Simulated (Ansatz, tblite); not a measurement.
# The cluster GeTe4: which isomer is lowest

Which shape does the cluster GeTe4 prefer? Candidates from a tight-binding search are relaxed and compared.

Method: relaxed with PBE-D4/def2-SVP, singlet; program: Ansatz 0.2.0, Gaussian basis.

4 further runs of the same task are left out: 2 that didn't finish, 2 set aside as unsound or not needed. Runs told in other sessions of the task aren't counted.

**1. The system as given**

5 atoms, charge 0, spin multiplicity 1.

Atoms are counted from 1 here; the program's logs count them from 0.

Bond lengths: Ge1–Te2 2.365 Å, Ge1–Te3 2.772 Å, Te2–Te3 2.627 Å, Te3–Te4 2.622 Å, Te4–Te5 2.727 Å. Angles: Te2–Ge1–Te3 60.9°, Ge1–Te2–Te3 67.2°, Ge1–Te3–Te2 51.9°, Ge1–Te3–Te4 138.4°, Te2–Te3–Te4 169.7°, Te3–Te4–Te5 178.8°.

Geometry (Å):

```xyz
5
GeTe4
Ge   -2.0024    1.4956   -1.9125
Te   -2.5367    2.1424    0.2989
Te   -0.5261    0.4554    0.1905
Te    1.4850   -1.1882    0.5522
Te    3.5801   -2.9052    0.8710
```

Te takes a core potential in the def2 sets. No spin-orbit coupling is included.

A search from random starts with GFN2-xTB found 8 distinct shapes; 2 go on here. The structure above is candidate A, which lies 0.00 eV above the lowest at that level; B lies 2.40 eV above the lowest at that level.

**2. Relaxing candidate A**

File in.yaml:

```yaml
crystal:
  periodic: [false, false, false]
  atoms:
    - {symbol: Ge, position_ang: [-2.002400, 1.495590, -1.912550]}
    - {symbol: Te, position_ang: [-2.536660, 2.142370, 0.298870]}
    - {symbol: Te, position_ang: [-0.526090, 0.455430, 0.190490]}
    - {symbol: Te, position_ang: [1.485040, -1.188190, 0.552240]}
    - {symbol: Te, position_ang: [3.580110, -2.905200, 0.870960]}
basis:
  gaussian: {orbitals: def2-SVP}
hamiltonian: {xc: pbe, dispersion: d4}
scf: {lower_state_search: "off"}
output: {orbitals: {seedname: orbitals}}
relax: {f_tol: 0.02, max_steps: 100}
```

Command:

```sh
ansatz run in.yaml --threads 4 --pin off --events-out ev --progress --plain --max-ram 4787MiB
```

The log of the run (excerpt; [...] marks lines left out):

```text
Functional definition: PBE
  name "PBE"
  cite "Perdew, Burke & Ernzerhof, Phys. Rev. Lett. 77, 3865 (1996) doi:10.1103/PhysRevLett.77.3865"
  parent pbe
[...]
1631 factors; their error is unknown
[...]
mean field -85675.89826331 eV, -3148.5311879672 hartree, gradient 3.0e-6 eV, S^2 0.000000; 0 other end points of the search recorded, 0 dependent functions left out
[...]
reference -85675.89829939 eV, -3148.5311892928 hartree; 64, 64 occupied and 72, 72 virtual orbitals, 1631 factors
relax step   1: F+E_penalty+E_count = -85676.24001674 eV  Δ(F+E_penalty+E_count) = +0.000e0 eV  max|allowed force component| = 2.741e0 eV/Å  Δτ_max = 0.0000 Å  (43 SCF iters, accepted)
[...]
relax step   8: F+E_penalty+E_count = -85677.74334323 eV  Δ(F+E_penalty+E_count) = -5.449e-2 eV  max|allowed force component| = 4.286e-1 eV/Å  Δτ_max = 0.1945 Å  (30 SCF iters, accepted)
[...]
relax step  15: F+E_penalty+E_count = -85678.04239573 eV  Δ(F+E_penalty+E_count) = -5.702e-2 eV  max|allowed force component| = 2.345e-1 eV/Å  Δτ_max = 0.1950 Å  (30 SCF iters, accepted)
[...]
relax step  22: F+E_penalty+E_count = -85678.97968664 eV  Δ(F+E_penalty+E_count) = -1.852e-1 eV  max|allowed force component| = 2.866e-1 eV/Å  Δτ_max = 0.1952 Å  (29 SCF iters, accepted)
[...]
relax step  27: F+E_penalty+E_count = -85679.03263314 eV  Δ(F+E_penalty+E_count) = -1.141e-3 eV  max|allowed force component| = 3.273e-2 eV/Å  Δτ_max = 0.0158 Å  (23 SCF iters, accepted)
[...]
relax step  28: F+E_penalty+E_count = -85679.03284801 eV  Δ(F+E_penalty+E_count) = -2.149e-4 eV  max|allowed force component| = 1.922e-2 eV/Å  Δτ_max = 0.0179 Å  (22 SCF iters, accepted)
Total energy: -85679.03288025 eV, -3148.6463830147 hartree
Atom 0 at    -0.884617    -0.427816    -1.452343 Å, force    -0.016760    -0.010403    -0.000615 eV/Å
Atom 1 at    -1.145171     2.109459    -0.466608 Å, force     0.010248    -0.001017     0.014203 eV/Å
Atom 2 at    -1.236765     0.023960     1.313928 Å, force    -0.009095     0.004617    -0.019219 eV/Å
Atom 3 at     1.458572    -0.756388     1.663521 Å, force     0.010080     0.003602    -0.000847 eV/Å
Atom 4 at     1.807981    -0.949215    -1.058489 Å, force     0.005527     0.003201     0.006479 eV/Å
Dipole moment:    -0.260880    -0.006118     0.123493 e Å
Checks for a lower state left out: stability, starts, cluster_reference, orbital_swaps, neighbouring_geometries, increment
```

Run time: 47 s. Hardware: 4 threads of Arm Neoverse V1, shared host.

Along the way: (the energy doesn't fall at every step)

```csv
step,energy from step 1 (eV),largest force component (eV/Å)
1,0.0000,2.7410
2,-0.7942,0.8814
3,-1.0918,0.5706
4,-1.2204,0.3348
5,-1.3086,0.3386
6,-1.4004,0.2523
7,-1.4488,0.3140
8,-1.5033,0.4286
9,-1.5524,0.2261
10,-1.5983,0.1752
11,-1.6283,0.1408
12,-1.6560,0.1259
13,-1.6881,0.1703
14,-1.7454,0.2207
15,-1.8024,0.2345
16,-1.8486,0.2491
17,-1.8800,0.1737
18,-1.9396,0.1595
19,-2.0605,0.3248
20,-2.2696,0.5050
21,-2.5545,0.5247
22,-2.7397,0.2866
23,-2.7331,0.5636
24,-2.7837,0.0856
25,-2.7905,0.0744
26,-2.7915,0.0542
27,-2.7926,0.0327
28,-2.7928,0.0192
```

Distances of close pairs at the start and the end, largest changes first:

```csv
bond,before (Å),after (Å),change (Å)
Ge1–Te5,7.634,2.771,-4.863
Ge1–Te2,2.365,2.734,+0.369
Te3–Te4,2.622,2.828,+0.205
Te2–Te3,2.627,2.744,+0.117
Ge1–Te3,2.772,2.825,+0.053
Te4–Te5,2.727,2.751,+0.024
```

**3. Relaxing candidate B**

File in.yaml:

```yaml
crystal:
  periodic: [false, false, false]
  atoms:
    - {symbol: Ge, position_ang: [-1.391500, 0.280760, -0.268220]}
    - {symbol: Te, position_ang: [-0.601750, -1.887050, 1.237770]}
    - {symbol: Te, position_ang: [0.415200, -0.191440, -2.290010]}
    - {symbol: Te, position_ang: [0.227880, 2.069700, 1.061490]}
    - {symbol: Te, position_ang: [1.350160, -0.271970, 0.258970]}
basis:
  gaussian: {orbitals: def2-SVP}
hamiltonian: {xc: pbe, dispersion: d4}
scf: {lower_state_search: "off"}
output: {orbitals: {seedname: orbitals}}
relax: {f_tol: 0.02, max_steps: 100}
```

Launched as before.

The log of the run (excerpt; [...] marks lines left out):

```text
Functional definition: PBE
  name "PBE"
  cite "Perdew, Burke & Ernzerhof, Phys. Rev. Lett. 77, 3865 (1996) doi:10.1103/PhysRevLett.77.3865"
  parent pbe
[...]
1631 factors; their error is unknown
[...]
mean field -85677.81577743 eV, -3148.6016553111 hartree, gradient 5.1e-6 eV, S^2 0.000000; 0 other end points of the search recorded, 0 dependent functions left out
[...]
reference -85677.81580895 eV, -3148.6016564696 hartree; 64, 64 occupied and 72, 72 virtual orbitals, 1631 factors
relax step   1: F+E_penalty+E_count = -85678.30391969 eV  Δ(F+E_penalty+E_count) = +0.000e0 eV  max|allowed force component| = 1.386e0 eV/Å  Δτ_max = 0.0000 Å  (17 SCF iters, accepted)
[...]
relax step   3: F+E_penalty+E_count = -85678.46949134 eV  Δ(F+E_penalty+E_count) = -1.432e-1 eV  max|allowed force component| = 1.100e-1 eV/Å  Δτ_max = 0.0800 Å  (20 SCF iters, accepted)
[...]
relax step   4: F+E_penalty+E_count = -85678.47206990 eV  Δ(F+E_penalty+E_count) = -2.579e-3 eV  max|allowed force component| = 1.756e-2 eV/Å  Δτ_max = 0.0185 Å  (21 SCF iters, accepted)
Total energy: -85678.47210185 eV, -3148.6257747887 hartree
Atom 0 at    -1.502269     0.302528    -0.288224 Å, force     0.004117    -0.000952     0.000943 eV/Å
Atom 1 at    -0.599038    -1.912979     1.255888 Å, force    -0.008003    -0.000033    -0.000028 eV/Å
Atom 2 at     0.432247    -0.195332    -2.317596 Å, force    -0.006779     0.001955    -0.002993 eV/Å
Atom 3 at     0.241834     2.092991     1.076136 Å, force    -0.006892     0.002108    -0.001344 eV/Å
Atom 4 at     1.427214    -0.287208     0.273795 Å, force     0.017556    -0.003078     0.003422 eV/Å
Dipole moment:     0.071282    -0.014447     0.013656 e Å
Checks for a lower state left out: stability, starts, cluster_reference, orbital_swaps, neighbouring_geometries, increment
```

Wall time 7 s (4 threads of Arm Neoverse V1, shared host).

Along the way:

```csv
step,energy from step 1 (eV),largest force component (eV/Å)
1,0.0000,1.3861
2,-0.0224,1.2122
3,-0.1656,0.1100
4,-0.1681,0.0176
```

Distances of close pairs at the start and the end, largest changes first:

```csv
bond,before (Å),after (Å),change (Å)
Ge1–Te5,2.846,3.041,+0.195
Ge1–Te3,2.752,2.848,+0.095
Ge1–Te4,2.755,2.848,+0.093
Ge1–Te2,2.755,2.848,+0.092
Te2–Te5,2.716,2.777,+0.061
Te3–Te5,2.716,2.777,+0.061
Te4–Te5,2.718,2.777,+0.060
```

**4. The relaxed candidates**

```csv
candidate,point group,"bonds (count, mean Å)",energy above the lowest (kcal/mol)
A,C1,"Ge–Te 3, 2.78; Te–Te 3, 2.77",0.0
B,C3v,"Ge–Te 4, 2.90; Te–Te 3, 2.78",12.9
```

**5. Candidate B, GFN1-xTB**

Tight binding, by tblite at 300 K electronic temperature and without a spin-polarisation term:

```python
tblite.interface.Calculator('GFN1-xTB', numbers, positions, charge=0, uhf=0).singlepoint()
```

Energy -459.8035 eV, HOMO -9.31 eV, LUMO -7.34 eV; 0.007 s.

**6. Candidate B, GFN2-xTB**

Tight binding, by tblite at 300 K electronic temperature and without a spin-polarisation term:

```python
tblite.interface.Calculator('GFN2-xTB', numbers, positions, charge=0, uhf=0).singlepoint()
```

Energy -392.6464 eV, HOMO -9.14 eV, LUMO -6.48 eV; 0.015 s.

**7. Candidate B, PBE0-D4/def2-TZVP**

start.molden holds the orbitals of an earlier run on this state, given as this run's starting guess.

File in.yaml:

```yaml
crystal:
  periodic: [false, false, false]
  atoms:
    - {symbol: Ge, position_ang: [-1.502269, 0.302528, -0.288224]}
    - {symbol: Te, position_ang: [-0.599038, -1.912979, 1.255888]}
    - {symbol: Te, position_ang: [0.432247, -0.195332, -2.317596]}
    - {symbol: Te, position_ang: [0.241834, 2.092991, 1.076136]}
    - {symbol: Te, position_ang: [1.427214, -0.287208, 0.273795]}
basis:
  gaussian: {orbitals: def2-TZVP, initial_orbitals: start.molden}
hamiltonian: {xc: pbe0, dispersion: d4}
scf: {omitted_lower_state_checks: [starts]}
output: {orbitals: {seedname: orbitals}}
```

Same command.

The log of the run:

```text
Functional definition: PBE0
  name "PBE0"
  cite "Adamo & Barone, J. Chem. Phys. 110, 6158 (1999) doi:10.1063/1.478522"
  cite "Perdew, Burke & Ernzerhof, Phys. Rev. Lett. 77, 3865 (1996) doi:10.1103/PhysRevLett.77.3865"
  parent pbe
  parameter a = 0.25
  parameter kappa = 0.804
  parameter beta = 0.06672455060314922
  exchange = (1 - a)*pbe_x(kappa = kappa, mu = beta*pi^2/3) + a*exact_x
  correlation = pbe_c(beta = beta)
these checks for a lower state are left out or cut short: starts
2153 factors; their error is unknown
mean field evaluation 1: about -85687.0278 eV, gradient 1.1e2 eV
mean field evaluation 2: about -85688.3107 eV, gradient 3.2e0 eV
mean field evaluation 4: about -85689.2052 eV, gradient 1.0e0 eV
mean field evaluation 8: about -85689.2063 eV, gradient 2.1e-5 eV
mean field -85689.20628673 eV, -3149.0202488071 hartree, gradient 2.1e-5 eV, S^2 0.000000; 0 other end points of the search recorded, 0 dependent functions left out
reference -85689.20631424 eV, -3149.0202498182 hartree; 64, 64 occupied and 184, 184 virtual orbitals, 2153 factors
Total energy: -85689.63608629 eV, -3149.0360436497 hartree
Checks for a lower state left out: starts
```

Wall time 9.5 s (4 threads of Arm Neoverse V1, shared host); peak memory 1.3 GiB.

From the report: HOMO -5.93 eV, LUMO -2.99 eV.

**8. Candidate B, PBE-D4/def2-TZVP**

in.yaml, as its differences from that of step 7:

```diff
@@ -10,4 +10,4 @@
   gaussian: {orbitals: def2-TZVP, initial_orbitals: start.molden}
-hamiltonian: {xc: pbe0, dispersion: d4}
+hamiltonian: {xc: pbe, dispersion: d4}
 scf: {omitted_lower_state_checks: [starts]}
-output: {orbitals: {seedname: orbitals}}
+output: {forces: true, orbitals: {seedname: orbitals}}
```

The command is unchanged.

The log of the run (excerpt; [...] marks lines left out):

```text
Functional definition: PBE
  name "PBE"
  cite "Perdew, Burke & Ernzerhof, Phys. Rev. Lett. 77, 3865 (1996) doi:10.1103/PhysRevLett.77.3865"
  parent pbe
[...]
1902 factors; their error is unknown
[...]
mean field -85686.35504854 eV, -3148.9154677363 hartree, gradient 1.2e-5 eV, S^2 0.000000; 0 other end points of the search recorded, 0 dependent functions left out
[...]
reference -85686.35508484 eV, -3148.9154690703 hartree; 64, 64 occupied and 184, 184 virtual orbitals, 1902 factors
Total energy: -85686.85049278 eV, -3148.9336749765 hartree
Atom 0 at    -1.502269     0.302528    -0.288224 Å, force     0.175976    -0.035512     0.033882 eV/Å
Atom 1 at    -0.599038    -1.912979     1.255888 Å, force     0.111054     0.154755    -0.097714 eV/Å
Atom 2 at     0.432247    -0.195332    -2.317596 Å, force     0.021558     0.005718     0.213436 eV/Å
Atom 3 at     0.241834     2.092991     1.076136 Å, force     0.038171    -0.195125    -0.083137 eV/Å
Atom 4 at     1.427214    -0.287208     0.273795 Å, force    -0.346760     0.070163    -0.066468 eV/Å
Dipole moment:     0.051819    -0.010540     0.009922 e Å
Checks for a lower state left out: starts
```

Wall time 5 s (4 threads of Arm Neoverse V1, shared host).

HOMO -4.95 eV, LUMO -3.63 eV.

**9. Candidate B, r2SCAN-D4/def2-TZVP**

in.yaml, as its differences from that of step 8:

```diff
@@ -10,4 +10,4 @@
   gaussian: {orbitals: def2-TZVP, initial_orbitals: start.molden}
-hamiltonian: {xc: pbe, dispersion: d4}
+hamiltonian: {xc: r2scan, dispersion: d4}
 scf: {omitted_lower_state_checks: [starts]}
-output: {forces: true, orbitals: {seedname: orbitals}}
+output: {orbitals: {seedname: orbitals}}
```

Launched as before.

The log of the run:

```text
Functional definition: r2SCAN
  name "r2SCAN"
  cite "Furness, Kaplan, Ning, Perdew & Sun, J. Phys. Chem. Lett. 11, 8208 (2020) doi:10.1021/acs.jpclett.0c02405"
  cite "Furness, Kaplan, Ning, Perdew & Sun, J. Phys. Chem. Lett. 11, 9248 (2020) doi:10.1021/acs.jpclett.0c03077"
  parent r2scan
  parameter k0 = 0.174
  parameter k1 = 0.065
  parameter a1 = 4.9479
  exchange = r2scan_x(k0 = k0, k1 = k1, a1 = a1)
  correlation = r2scan_c
these checks for a lower state are left out or cut short: starts
1902 factors; their error is unknown
mean field evaluation 1: about -85706.7107 eV, gradient 9.6e0 eV
mean field evaluation 2: about -85706.8144 eV, gradient 1.7e-1 eV
mean field evaluation 4: about -85706.2972 eV, gradient 4.5e-3 eV
mean field -85706.29720738 eV, -3149.6483285564 hartree, gradient 2.3e-5 eV, S^2 0.000000; 0 other end points of the search recorded, 0 dependent functions left out
reference -85706.29721828 eV, -3149.6483289570 hartree; 64, 64 occupied and 184, 184 virtual orbitals, 1902 factors
Total energy: -85706.38665334 eV, -3149.6516156349 hartree
Checks for a lower state left out: starts
```

Run time: 9.5 s. Hardware: 4 threads of Arm Neoverse V1, shared host.

Report: HOMO -5.20 eV, LUMO -3.59 eV.

**10. Candidate B, BHLYP-D4/def2-TZVP**

in.yaml, as its differences from that of step 9:

```diff
@@ -10,3 +10,3 @@
   gaussian: {orbitals: def2-TZVP, initial_orbitals: start.molden}
-hamiltonian: {xc: r2scan, dispersion: d4}
+hamiltonian: {xc: {name: BHLYP}, dispersion: d4}
 scf: {omitted_lower_state_checks: [starts]}
```

Launched as before.

The log of the run:

```text
Functional definition: BHLYP
  name "BHLYP"
  cite "Becke, J. Chem. Phys. 98, 1372 (1993) doi:10.1063/1.464304"
  cite "Becke, Phys. Rev. A 38, 3098 (1988) doi:10.1103/PhysRevA.38.3098"
  cite "Lee, Yang & Parr, Phys. Rev. B 37, 785 (1988) doi:10.1103/PhysRevB.37.785"
  parameter a = 0.5
  exchange = (1 - a)*b88_x + a*exact_x
  correlation = lyp_c
these checks for a lower state are left out or cut short: starts
2480 factors; their error is unknown
mean field evaluation 1: about -85685.3002 eV, gradient 1.0e1 eV
mean field evaluation 2: about -85685.4347 eV, gradient 2.1e-1 eV
mean field evaluation 4: about -85687.5945 eV, gradient 1.1e-2 eV
mean field evaluation 8: about -85687.5945 eV, gradient 1.0e-5 eV
mean field -85687.59452290 eV, -3148.9610175791 hartree, gradient 1.0e-5 eV, S^2 0.000000; 0 other end points of the search recorded, 0 dependent functions left out
reference -85687.59468547 eV, -3148.9610235532 hartree; 64, 64 occupied and 184, 184 virtual orbitals, 2480 factors
Total energy: -85688.58807063 eV, -3148.9975297845 hartree
Checks for a lower state left out: starts
```

Run time: 14 s. Hardware: 4 threads of Arm Neoverse V1, shared host; peak memory 1.5 GiB.

Report: HOMO -6.61 eV, LUMO -2.24 eV.

**11. Candidate B, ωB97X-V/def2-TZVP**

in.yaml, as its differences from that of step 10:

```diff
@@ -10,3 +10,3 @@
   gaussian: {orbitals: def2-TZVP, initial_orbitals: start.molden}
-hamiltonian: {xc: {name: BHLYP}, dispersion: d4}
+hamiltonian: {xc: {name: wB97X-V}}
 scf: {omitted_lower_state_checks: [starts]}
```

The command is unchanged.

The log of the run (excerpt; [...] marks lines left out):

```text
Functional definition: wB97X-V
  name "wB97X-V"
  cite "Mardirossian & Head-Gordon, Phys. Chem. Chem. Phys. 16, 9904 (2014) doi:10.1039/C3CP54374A"
  cite "Becke, J. Chem. Phys. 107, 8554 (1997) doi:10.1063/1.475007"
  cite "Vydrov & Van Voorhis, J. Chem. Phys. 133, 244103 (2010) doi:10.1063/1.3521275"
[...]
      + integral(e_c_pw_opposite_spin*poly(b97_u_opposite, cos0, cos1)) + vv10(b, c)
[...]
2033 factors; their error is unknown
380 factors; integrals over basis functions are off by at most 3.1e-5 eV
[...]
mean field -85687.32332040 eV, -3148.9510510709 hartree, gradient 1.3e-5 eV, S^2 0.000000; 0 other end points of the search recorded, 0 dependent functions left out
reference -85687.32331859 eV, -3148.9510510045 hartree; 64, 64 occupied and 184, 184 virtual orbitals, 2033 factors
Total energy: -85687.32331859 eV, -3148.9510510045 hartree
Checks for a lower state left out: starts
```

It took 22 s on 4 threads of Arm Neoverse V1, shared host; peak memory 1.3 GiB.

HOMO -7.76 eV, LUMO -1.18 eV.

**12. Candidate B, CCSD(T)/def2-SVP**

in.yaml, as its differences from that of step 11:

```diff
@@ -9,4 +9,4 @@
 basis:
-  gaussian: {orbitals: def2-TZVP, initial_orbitals: start.molden}
-hamiltonian: {xc: {name: wB97X-V}}
+  gaussian: {orbitals: def2-SVP, initial_orbitals: start.molden}
+correlation: {method: ccsd_t}
 scf: {omitted_lower_state_checks: [starts]}
```

Same command.

The log of the run (excerpt; [...] marks lines left out):

```text
Functional definition: HF
  name "HF"
  cite "Fock, Z. Phys. 61, 126 (1930) doi:10.1007/BF01340294"
  parent pbe
[...]
1648 factors; integrals over basis functions are off by at most 2.0e-4 eV
[...]
mean field -85529.63584523 eV, -3143.1561432427 hartree, gradient 6.4e-6 eV, S^2 0.000000; 0 other end points of the search recorded, 0 dependent functions left out
25 core orbitals not correlated: weight in the atoms' cores, before any rotation towards them, 1.000 or more for the frozen orbitals, at most 0.000 for the correlated occupied ones
reference -85529.63584523 eV, -3143.1561432427 hartree; 39, 39 occupied and 72, 72 virtual orbitals, 1648 factors
second order -18.80354876 eV of doubles, -0.00000000 eV of singles
cycle   1  -18.33861717 eV  change    4.6e-1 eV  update   1.6e-1
[...]
cycle  12  -19.14797377 eV  change    1.5e-5 eV  update   2.9e-5
perturbative correction -0.95342052 eV, -0.0350375577 hartree
Total energy: -85549.73723951 eV, -3143.8948558575 hartree
Checks for a lower state left out: starts
```

Run time: 57 s. Hardware: 4 threads of Arm Neoverse V1, shared host; peak memory 1.2 GiB.

From the report: Hartree-Fock HOMO -7.51 eV, LUMO -0.20 eV; T1 0.017.

**13. B against A**

The energies of A at these levels come from its own runs, whose logs aren't repeated here.

Differences are taken before rounding.

```csv
method,B above A (kcal/mol),from CCSD(T)/def2-SVP (kcal/mol),time
GFN1-xTB,10.5,-4.0,0.014 s
GFN2-xTB,1.1,-13.4,0.029 s
HF/def2-SVP,18.3,+3.8,
PBE-D4/def2-TZVP,11.7,-2.8,9.3 s
r2SCAN-D4/def2-TZVP,13.1,-1.4,19 s
PBE0-D4/def2-TZVP,12.4,-2.0,23 s
BHLYP-D4/def2-TZVP,14.1,-0.4,28 s
ωB97X-V/def2-TZVP,13.9,-0.6,43 s
MP2/def2-SVP,13.9,-0.6,
CCSD/def2-SVP,15.5,+1.0,
CCSD(T)/def2-SVP,14.5,0,1.9 min
```

Among the levels timed on like hardware and quicker than the yardstick, those that no quicker one beats, quickest first: GFN1-xTB (0.014 s, -4.0 kcal/mol); PBE-D4/def2-TZVP (9.3 s, -2.8 kcal/mol); r2SCAN-D4/def2-TZVP (19 s, -1.4 kcal/mol); BHLYP-D4/def2-TZVP (28 s, -0.4 kcal/mol).

Times add the two runs; a level without a time comes out of a correlated run.

**14. Outcome**

| quantity | value |
| --- | --- |
| B above A, CCSD(T)/def2-SVP | +14.5 kcal/mol |
| levels that put B lower | none |

**Reading.** All levels free of doubt put A (C1) below B (C3v), by 1.1 to 18.3 kcal/mol. The yardstick is in a double-zeta basis, so levels in larger sets aren't compared like for like. CCSD(T)/def2-SVP isn't at the basis-set limit; small misses against it rank nothing. The search was small, so a lower isomer may exist. Only singlets are compared; another spin may lie lower and prefer another shape.
